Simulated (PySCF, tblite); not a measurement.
# C4H13NSi: geometry, infrared bands and NMR shifts

What infrared bands and NMR shifts should C4H13NSi (`CCN[SiH2]CC`) show?

Computed with tblite 0.8.0 and PySCF 2.14.0, with density-fitted response routines of our own, on a single molecule in the gas phase. Atoms count from 0, in the outputs and in this text.

### 1 The starting structure

19 atoms, charge 0, multiplicity 1; geometry from: force field or distance geometry start.

Bonds of the start (Å): C0–C1 1.53, C1–N2 1.43, N2–Si3 1.76, Si3–C4 1.86, C4–C5 1.51, C0–H6 1.11, C0–H7 1.11, C0–H8 1.12, C1–H9 1.11, C1–H10 1.12, N2–H11 1.03, Si3–H12 1.46, Si3–H13 1.47, C4–H14 1.10, C4–H15 1.11, C5–H16 1.11, C5–H17 1.11, C5–H18 1.12.

### 2 Relaxing the molecule with GFN2-xTB

The job: settings as JSON, then the geometry in Å.

```
{"job": {"kind": "relax", "xc": "GFN2-xTB", "basis": "xTB"}, "charge": 0, "multiplicity": 1}
C      2.737900     0.414800     0.449900
C      2.061800    -0.127700    -0.806400
N      0.883400    -0.796700    -0.365100
Si    -0.311600     0.203400     0.458600
C     -1.930600     0.107200    -0.458000
C     -3.108300    -0.188300     0.438600
H      3.396600     1.271700     0.213300
H      3.290300    -0.433500     0.911300
H      1.907400     0.671600     1.153800
H      1.842400     0.682800    -1.534300
H      2.759000    -0.836200    -1.315300
H      1.015800    -1.744600     0.023700
H      0.174900     1.576400     0.542900
H     -0.477500    -0.319000     1.818200
H     -2.117200     1.072800    -0.960800
H     -1.848200    -0.745400    -1.166000
H     -3.846900    -0.721400    -0.197500
H     -2.854600    -0.829500     1.302700
H     -3.584400     0.750900     0.822900
```

Launch:

```console
$ OMP_NUM_THREADS=1 python probes_run.py task.json out
```

The driver reads the jobs from task.json and runs them one after another.

Output:

```text
step      E/eV     max force
  0    -539.62393    1.779
  1    -539.78523    1.019
  2    -539.87101    0.715
  3    -539.93001    0.617
  4    -539.97037    0.524
  5    -539.99588    0.369
  6    -540.01840    0.371
  7    -540.03908    0.365
  8    -540.05883    0.339
  9    -540.08026    0.333
 10    -540.10286    0.348
 11    -540.12322    0.280
 12    -540.13840    0.256
 13    -540.14990    0.248
 14    -540.16094    0.215
 15    -540.17270    0.266
 16    -540.18461    0.261
 17    -540.19542    0.277
 18    -540.20447    0.219
 19    -540.21252    0.179
 20    -540.22144    0.201
 21    -540.23216    0.233
 22    -540.24263    0.231
 23    -540.25018    0.200
 24    -540.25565    0.159
 25    -540.26076    0.186
 26    -540.26557    0.208
 27    -540.26989    0.174
 28    -540.27400    0.138
 29    -540.27826    0.149
 30    -540.28257    0.178
 31    -540.28688    0.169
 32    -540.29065    0.170
 33    -540.29385    0.141
 34    -540.29689    0.148
 35    -540.30074    0.155
 36    -540.30556    0.173
 37    -540.30966    0.155
 38    -540.31266    0.114
 39    -540.31466    0.102
 40    -540.31645    0.104
 41    -540.31824    0.086
 42    -540.31967    0.089
 43    -540.32058    0.055
 44    -540.32118    0.071
 45    -540.32175    0.054
 46    -540.32245    0.080
 47    -540.32304    0.071
 48    -540.32344    0.052
 49    -540.32378    0.052
 50    -540.32419    0.055
 51    -540.32472    0.074
 52    -540.32522    0.062
 53    -540.32564    0.054
 54    -540.32610    0.061
 55    -540.32674    0.097
 56    -540.32758    0.115
 57    -540.32848    0.100
 58    -540.32933    0.081
 59    -540.33023    0.090
 60    -540.33144    0.135
 61    -540.33304    0.139
 62    -540.33498    0.104
 63    -540.33740    0.113
 64    -540.34075    0.144
 65    -540.34526    0.218
 66    -540.34988    0.196
 67    -540.35263    0.188
 68    -540.35158    0.343
 69    -540.35651    0.219
 70    -540.35677    0.175
 71    -540.36132    0.115
 72    -540.36538    0.143
 73    -540.37322    0.252
 74    -540.38032    0.302
 75    -540.38041    0.566
 76    -540.39193    0.229
 77    -540.39642    0.237
 78    -540.40287    0.196
 79    -540.41087    0.163
 80    -540.41352    0.148
 81    -540.41720    0.182
 82    -540.42041    0.136
 83    -540.42318    0.100
 84    -540.42455    0.103
 85    -540.42635    0.087
 86    -540.42774    0.096
 87    -540.42953    0.082
 88    -540.43118    0.075
 89    -540.43232    0.098
 90    -540.43312    0.063
 91    -540.43379    0.055
 92    -540.43478    0.067
 93    -540.43548    0.053
 94    -540.43641    0.055
 95    -540.43711    0.059
 96    -540.43766    0.044
 97    -540.43804    0.048
 98    -540.43834    0.044
 99    -540.43864    0.041
100    -540.43895    0.034
101    -540.43926    0.035
102    -540.43950    0.040
103    -540.43969    0.040
104    -540.43988    0.035
105    -540.44016    0.036
106    -540.44052    0.039
107    -540.44083    0.040
108    -540.44108    0.044
109    -540.44135    0.047
110    -540.44169    0.049
111    -540.44213    0.060
112    -540.44268    0.062
113    -540.44334    0.060
114    -540.44413    0.060
115    -540.44501    0.076
116    -540.44587    0.070
117    -540.44676    0.062
118    -540.44756    0.084
119    -540.44845    0.085
120    -540.44903    0.055
121    -540.44957    0.051
122    -540.44999    0.042
123    -540.45037    0.051
124    -540.45060    0.031
125    -540.45074    0.027
126    -540.45083    0.030
127    -540.45092    0.023
128    -540.45103    0.022
129    -540.45113    0.021
130    -540.45122    0.022
131    -540.45132    0.022
132    -540.45144    0.029
133    -540.45158    0.033
134    -540.45173    0.033
135    -540.45189    0.028
136    -540.45206    0.027
137    -540.45222    0.023
138    -540.45233    0.026
139    -540.45243    0.029
140    -540.45251    0.026
141    -540.45261    0.018
142    -540.45267    0.014
143    -540.45273    0.012
144    -540.45277    0.012
145    -540.45281    0.014
146    -540.45284    0.014
147    -540.45287    0.017
148    -540.45289    0.011
149    -540.45291    0.009
```

Run time: 0.72 s. Hardware: 1 thread of Intel Xeon 6975P-C, shared host.

Step by step: (not every step is listed)

| step | energy from step 0 (eV) | largest force (eV/Å) |
| --- | --- | --- |
| 0 | 0.0000 | 1.7791 |
| 1 | -0.1613 | 1.0192 |
| 2 | -0.2471 | 0.7152 |
| 3 | -0.3061 | 0.6167 |
| 4 | -0.3464 | 0.5244 |
| 5 | -0.3720 | 0.3695 |
| 6 | -0.3945 | 0.3709 |
| 7 | -0.4152 | 0.3648 |
| 8 | -0.4349 | 0.3388 |
| 21 | -0.6082 | 0.2333 |
| 34 | -0.6730 | 0.1476 |
| 47 | -0.6991 | 0.0715 |
| 60 | -0.7075 | 0.1351 |
| 73 | -0.7493 | 0.2516 |
| 86 | -0.8038 | 0.0959 |
| 99 | -0.8147 | 0.0410 |
| 112 | -0.8188 | 0.0618 |
| 125 | -0.8268 | 0.0268 |
| 138 | -0.8284 | 0.0257 |
| 144 | -0.8288 | 0.0121 |
| 145 | -0.8289 | 0.0142 |
| 146 | -0.8289 | 0.0143 |
| 147 | -0.8289 | 0.0173 |
| 148 | -0.8290 | 0.0110 |
| 149 | -0.8290 | 0.0090 |

Distances of close pairs at the start and the end, largest changes first:

| bond | before (Å) | after (Å) | change (Å) |
| --- | --- | --- | --- |
| N2–Si3 | 1.763 | 1.717 | -0.045 |
| C5–H18 | 1.121 | 1.087 | -0.034 |
| Si3–C4 | 1.863 | 1.896 | +0.033 |
| C0–H8 | 1.119 | 1.087 | -0.032 |
| C0–H7 | 1.112 | 1.088 | -0.024 |
| N2–H11 | 1.033 | 1.010 | -0.024 |
| C5–H16 | 1.111 | 1.089 | -0.022 |
| C1–H10 | 1.117 | 1.096 | -0.020 |

The next job starts from the end point, and lists it.

### 3 Harmonic vibrations with GFN2-xTB

The job: settings as JSON, then the geometry in Å.

```
{"job": {"kind": "ir", "xc": "GFN2-xTB", "basis": "xTB"}, "charge": 0, "multiplicity": 1}
C      2.992796    -0.152899     0.538250
C      2.170504     0.463517    -0.591214
N      0.846542    -0.096767    -0.704808
Si    -0.467944     0.453980     0.253346
C     -1.974035    -0.579057    -0.256579
C     -3.241090    -0.097436     0.434039
H      3.971641     0.316099     0.593704
H      3.127194    -1.219739     0.371431
H      2.479799    -0.012566     1.485923
H      2.055565     1.533905    -0.413968
H      2.699096     0.328122    -1.542246
H      0.881531    -1.074854    -0.952359
H     -0.637228     1.872743    -0.083249
H     -0.295136     0.349058     1.716896
H     -2.116054    -0.526698    -1.336384
H     -1.819820    -1.631583    -0.013838
H     -4.106354    -0.685554     0.130340
H     -3.140934    -0.174812     1.514398
H     -3.435878     0.943794     0.188743
```

Output:

```text
mode    cm-1     km/mol
  1      49.0      0.06
  2      53.1      0.03
  3      94.1      0.16
  4     121.8      0.11
  5     207.0      1.14
  6     226.7      0.45
  7     271.3      4.14
  8     311.7      3.35
  9     402.2      9.38
 10     493.3     35.82
 11     513.6    119.69
 12     594.3     17.64
 13     710.2     30.53
 14     740.4     80.76
 15     754.4    212.70
 16     800.5    119.33
 17     821.8    230.81
 18     853.3     10.06
 19     979.9     17.28
 20     980.6     13.56
 21    1022.4     11.62
 22    1068.8     12.49
 23    1086.6     23.05
 24    1100.5     16.86
 25    1172.3    119.19
 26    1246.2      3.91
 27    1249.8     13.35
 28    1294.8      4.92
 29    1328.1      5.41
 30    1379.2     83.42
 31    1400.7      8.11
 32    1422.2      0.02
 33    1485.9      0.56
 34    1490.6      0.97
 35    1492.5      3.11
 36    1501.0      0.81
 37    1516.8      0.89
 38    1518.1      2.42
 39    2125.9    388.22
 40    2218.6    252.72
 41    2912.2     66.76
 42    2970.9     52.27
 43    2984.9     33.35
 44    2988.2     35.23
 45    3006.0     65.59
 46    3027.9     60.11
 47    3028.9     50.01
 48    3037.0     38.25
 49    3040.3     36.41
 50    3047.6     35.93
 51    3437.2      8.26
```

It took 0.45 s on 1 thread of Intel Xeon 6975P-C, shared host.

Which atoms move in the most intense modes:

| cm⁻¹ | km/mol | atoms |
| --- | --- | --- |
| 514 | 119.7 | H11 49 %, N2 35 % |
| 754 | 212.7 | H13 32 %, H12 27 %, Si3 13 % |
| 800 | 119.3 | Si3 27 %, N2 12 %, H10 12 %, C1 11 % |
| 822 | 230.8 | H12 44 %, H13 43 % |
| 1172 | 119.2 | N2 37 %, C1 35 % |
| 1379 | 83.4 | H11 40 %, H9 27 %, N2 18 %, C1 10 % |
| 2126 | 388.2 | H13 93 % |
| 2219 | 252.7 | H12 94 % |

### 4 Shielding tensors: PBE0/pcSseg-1

Same as in step 3 but for these lines:

```diff
@@ -1,2 +1,2 @@
-{"job": {"kind": "ir", "xc": "GFN2-xTB", "basis": "xTB"}, "charge": 0, "multiplicity": 1}
+{"job": {"kind": "nmr", "xc": "PBE0", "basis": "pcSseg-1"}, "charge": 0, "multiplicity": 1}
 C      2.992796    -0.152899     0.538250
```

With the program's defaults for keys left out, this is: GIAO PBE0/pcSseg-1 NMR shielding, non-relativistic, gas phase.

Output:

```text
coarse grid: 15096 points
cycle   1  E = -503.9917738299  dE =  3.290e-01  |g| = 5.083e-01  |ddm| = 3.626e+00
cycle   2  E = -503.9649355422  dE =  2.684e-02  |g| = 6.181e-01  |ddm| = 1.067e+00
cycle   3  E = -504.0555021697  dE = -9.057e-02  |g| = 6.134e-02  |ddm| = 6.451e-01
cycle   4  E = -504.0561339466  dE = -6.318e-04  |g| = 2.890e-02  |ddm| = 7.566e-02
cycle   5  E = -504.0563179085  dE = -1.840e-04  |g| = 4.840e-03  |ddm| = 2.663e-02
cycle   6  E = -504.0563229268  dE = -5.018e-06  |g| = 1.287e-03  |ddm| = 5.471e-03
final grid: 137592 points
cycle   7  E = -504.0896885376  dE = -3.533e-05  |g| = 8.972e-03  |ddm| = 2.445e-02
cycle   8  E = -504.0896792170  dE =  9.321e-06  |g| = 1.096e-02  |ddm| = 1.744e-02
cycle   9  E = -504.0897086582  dE = -2.944e-05  |g| = 7.157e-04  |ddm| = 9.830e-03
cycle  10  E = -504.0897087495  dE = -9.125e-08  |g| = 2.648e-04  |ddm| = 7.659e-04
cycle  11  E = -504.0897087641  dE = -1.466e-08  |g| = 4.008e-05  |ddm| = 2.423e-04
cycle  12  E = -504.0897087644  dE = -3.032e-10  |g| = 1.520e-05  |ddm| = 5.123e-05
converged SCF energy = -504.0897087644

GIAO shielding tensors (ppm)
atom      isotropic    diamagn.    paramagn.     s11        s22        s33       span
  0 C      164.779     247.852     -83.074    145.622    163.540    185.174     39.551
  1 C      144.001     242.004     -98.003    120.339    142.853    168.811     48.472
  2 N      230.820     326.102     -95.282    196.258    224.096    272.106     75.848
  3 Si     379.504     883.350    -503.847    335.243    358.815    444.453    109.209
  4 C      179.860     255.013     -75.153    172.577    176.608    190.395     17.817
  5 C      177.825     244.952     -67.127    171.150    173.308    189.016     17.866
  6 H       30.684      27.386       3.298     26.481     27.561     38.011     11.530
  7 H       30.862      29.822       1.040     27.541     29.078     35.967      8.426
  8 H       30.322      30.615      -0.292     26.288     29.992     34.687      8.400
  9 H       29.010      30.542      -1.533     24.212     29.113     33.704      9.492
 10 H       28.538      28.977      -0.439     22.391     28.113     35.110     12.720
 11 H       31.996      36.889      -4.893     23.090     32.534     40.364     17.274
 12 H       27.183      32.103      -4.919     23.824     26.156     31.571      7.747
 13 H       26.766      32.217      -5.450     22.762     26.523     31.014      8.252
 14 H       30.811      33.249      -2.439     25.695     30.165     36.572     10.876
 15 H       30.984      33.849      -2.865     25.961     30.447     36.545     10.585
 16 H       30.319      26.852       3.467     25.264     27.731     37.963     12.698
 17 H       30.771      29.118       1.654     26.046     29.197     37.071     11.025
 18 H       30.806      28.812       1.994     26.059     29.152     37.207     11.148
```

It took 17 s on 1 thread of Intel Xeon 6975P-C, shared host; peak memory 0.79 GiB.

The references, computed at this level on geometries of the same kind, shield at (ppm): 1H TMS 31.72, 13C TMS 186.9, 29Si TMS 349.2, 15N NH3 267.7. Their shielding less the atom's gives the shift. The references are single molecules in the gas phase, so shifts against H2O, NH3, PH3, H3PO4 or CFCl3 are not on the usual liquid scales and can be off by tens of ppm. Atoms listed in one row are averaged.

| atoms | environment | σ (ppm) | δ (ppm) | δ scaled to CDCl3 |
| --- | --- | --- | --- | --- |
| C1 | sp3 CH2 bonded to N | 144.0 | 42.9 | 40.0 |
| C0 | methyl carbon | 164.8 | 22.1 | 19.7 |
| C5 | methyl carbon | 177.8 | 9.1 | 7.0 |
| C4 | sp3 CH2 bonded to Si | 179.9 | 7.1 | 5.0 |
| H12, H13 | hydrogen on a silicon bonded to C, N | 26.97 | 4.74 | – |
| H9, H10 | hydrogen on an sp3 CH2 bonded to N | 28.77 | 2.94 | 2.88 |
| H6, H7, H8 | hydrogen on a methyl carbon | 30.62 | 1.09 | 1.14 |
| H16, H17, H18 | hydrogen on a methyl carbon | 30.63 | 1.08 | 1.13 |
| H14, H15 | hydrogen on an sp3 CH2 bonded to Si | 30.90 | 0.82 | 0.88 |
| H11 | hydrogen on a nitrogen bonded to C, Si | 32.00 | -0.28 | – |
| N2 | nitrogen bonded to C, Si, H | 230.8 | 36.9 | – |
| Si3 | silicon bonded to C, N, 2 H | 379.5 | -30.3 | – |

The scaled column applies a straight-line fit of computed shieldings to shifts measured in CDCl3 (root-mean-square error 0.16 ppm for H, 1.9 ppm for C).

The run also stored atomic charges by several schemes (e):

| atoms | Mulliken | IAO | Hirshfeld | ESP fit |
| --- | --- | --- | --- | --- |
| C0 | -0.29 | -0.43 | -0.13 | -0.39 |
| C1 | -0.06 | -0.13 | -0.02 | 0.49 |
| N2 | -0.67 | -0.68 | -0.25 | -0.95 |
| Si3 | 0.77 | 0.89 | 0.36 | 0.56 |
| C4 | -0.58 | -0.54 | -0.16 | -0.05 |
| C5 | -0.30 | -0.41 | -0.12 | -0.19 |

Mayer bond orders: C0–C1 1.04, C1–N2 0.97, N2–Si3 1.00, Si3–C4 0.92, C4–C5 1.05.

### 5 What came out

| quantity | value |
| --- | --- |
| strongest single infrared mode (GFN2-xTB) | 2126 cm⁻¹, 388 km/mol |
| zero-point energy (GFN2-xTB) | 102.3 kcal/mol |
| 13C shifts against TMS (PBE0/pcSseg-1) | 42.9, 22.1, 9.1, 7.1 ppm |
| 1H shifts against TMS (PBE0/pcSseg-1, means over atoms taken as alike) | 4.74, 2.94, 1.09, 1.08, 0.82, -0.28 ppm |
| 15N shifts against NH3 (PBE0/pcSseg-1) | 36.9 ppm |
| 29Si shifts against TMS (PBE0/pcSseg-1) | -30.3 ppm |

Over 149 steps the energy fell by 0.829 eV; of the close pairs, N2–Si3 changed most, 1.763 to 1.717 Å. All 51 modes are real, so the xTB geometry is a minimum. The strongest single mode, at 2126 cm⁻¹, moves mainly H13. GFN2-xTB is a fitted tight-binding method: band positions and strengths are rough. Its intensities can rank the bands wrongly. At PBE0/pcSseg-1: Shielding is most anisotropic at Si3 (span 109 ppm, paramagnetic term -504 ppm).
